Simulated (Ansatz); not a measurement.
# GeN+ (triplet): the correlation ladder, cc-pVTZ

Aim: climb from Hartree-Fock through coupled cluster and multireference methods for GeN+ (triplet) at one geometry and basis, and see what each rung misses.

Program: Ansatz 0.2.0, Gaussian basis. Level of theory: cc-pVTZ, core rule «outside noble gas», up to 15 orbitals frozen. These are calculated values, not measurements.

Plan: UHF; CCSD(T) on ROHF; CCSD(T) on UHF; BCCD(T) on ROHF; CISD; CCSDT(Q) on ROHF; CCSDT(Q) on UHF; CASSCF and MRCISD+Q, 8 electrons in 8 orbitals; CASSCF and NEVPT2, 8 electrons in 8 orbitals.

17 further runs of the same task are left out: 10 that didn't finish, 7 set aside as unsound or not needed.

## Step 1: What is computed

The geometry is a PBE0/def2-TZVP stationary point (not a proven minimum) of the parent state, kept for this charge and spin. No spin-orbit coupling is included. The filled d shell of Ge may be among the frozen orbitals whatever the setting's name suggests; the logs give the count.

2 atoms, charge 1, spin multiplicity 3.

Atoms are counted from 1 here; the program's logs count them from 0.

Bond lengths: Ge1–N2 1.739 Å.

## Step 2: UHF

File in.yaml:

```yaml
crystal:
  periodic: [false, false, false]
  atoms:
    - {symbol: Ge, position_ang: [0.000000, 0.000000, 0.000000]}
    - {symbol: N, position_ang: [0.000000, 0.000000, 1.738805]}
basis:
  gaussian: {orbitals: cc-pVTZ}
total_charge: 1
magnetization: {spin_polarized: true, initial_magnetization: 2}
hamiltonian: {xc: hf}
output: {orbitals: {seedname: orbitals}}
```

Started as:

```bash
$ ansatz run in.yaml --threads 1 --pin off --events-out ev --progress --plain --max-ram 2393MiB
```

The runs that follow: CCSD(T) on ROHF; CCSD(T) on UHF; BCCD(T) on ROHF; CISD; CCSDT(Q) on ROHF; CCSDT(Q) on UHF; CASSCF and MRCISD+Q, 8 electrons in 8 orbitals; CASSCF and NEVPT2, 8 electrons in 8 orbitals.

Before running them: what should the planned runs give, taken together? Wanted: RCCSDT(Q) below the RHF energy; RMP2 from RCCSDT(Q); UMP2 from RCCSDT(Q); RCCSD from RCCSDT(Q); RCCSD(T) from RCCSDT(Q); UCCSD(T) from RCCSDT(Q); UCCSDT(Q) from RCCSDT(Q); NEVPT2 valence from RCCSDT(Q); MRCISD+Q valence from RCCSDT(Q).

**Answer**, as computed:

| quantity | value |
| --- | --- |
| RCCSDT(Q) below the RHF energy | -6.1601 eV |
| RMP2 from RCCSDT(Q) | +1220.4 meV |
| UMP2 from RCCSDT(Q) | +1340.4 meV |
| RCCSD from RCCSDT(Q) | +399.2 meV |
| RCCSD(T) from RCCSDT(Q) | +75.4 meV |
| UCCSD(T) from RCCSDT(Q) | +88.7 meV |
| UCCSDT(Q) from RCCSDT(Q) | -7.0 meV |
| NEVPT2 valence from RCCSDT(Q) | +847.0 meV |
| MRCISD+Q valence from RCCSDT(Q) | +101.7 meV |
| levels within 1 kcal/mol (43 meV) | RCCSDT, UCCSDT, UCCSDT(Q) |
| T1 diagnostic | 0.063 |
| effectively unpaired electrons | 2.04 |

RCCSD(T) misses by +75.4 meV, 1.2 % of the correlation energy. The occupations are near whole numbers, but T1 = 0.063 shows that the orbitals relax strongly. Of the multireference levels listed MRCISD+Q valence comes nearest in total energy (+101.7 meV), which doesn't show that its space is the better one. Coupled cluster took another determinant than the lowest Hartree-Fock one. These misses are within one basis, not against nature; the frozen cores of restricted and unrestricted runs differ, which can shift their rows.
